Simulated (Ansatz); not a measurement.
## La3Zr under changes of volume

One of the cells (32.633 Å³/atom); the others are scaled copies at fixed shape and fractional positions:

```
CELL_PARAMETERS angstrom
5.07267 0.00000 0.00000
0.00000 5.07267 0.00000
0.00000 0.00000 5.07267
ATOMIC_POSITIONS crystal
La 0.50000 0.50000 0.00000
La 0.50000 0.00000 0.50000
La 0.00000 0.50000 0.50000
Zr 0.00000 0.00000 0.00000
```

The cell comes from a database or a generator and needn't be the stable form of this composition.

- Program: Ansatz 0.2.0
- Functional: PBE
- Potentials or basis: Ansatz PAW
- Cutoff: 420 eV (not typed: the program's choice for these potentials)
- k mesh: 5 × 5 × 5
- Occupations: fermi-dirac, width 0.05 eV
- Spin: no spin polarisation

| volume (Å³/atom) | energy over the lowest point (meV/atom) | pressure (GPa) |
| --- | --- | --- |
| 30.675 | 12.49 | 2.3 |
| 31.327 | 4.80 | 1.4 |
| 31.980 | ? | ? |
| 32.633 | 0.00 | -0.2 |
| 33.285 | 2.37 | -0.9 |
| 33.938 | 7.56 | -1.6 |
| 34.590 | 15.31 | -2.1 |

Q: What does the run at 31.980 Å³/atom give?

A: Energy over the lowest point 0.72 meV/atom; pressure 0.6 GPa.

Worked out: A Birch-Murnaghan fit of order 3 (a polynomial in V^(-2/3)) to the other rows has its minimum at 32.45 Å³/atom with B0 = V·E''(V) = 38 GPa and B' = 3.2. It gives 0.73 meV/atom at 31.980 Å³/atom, against the run's 0.72, and -dE/dV = 0.6 GPa, against 0.6.

Energies are extrapolated to zero smearing.
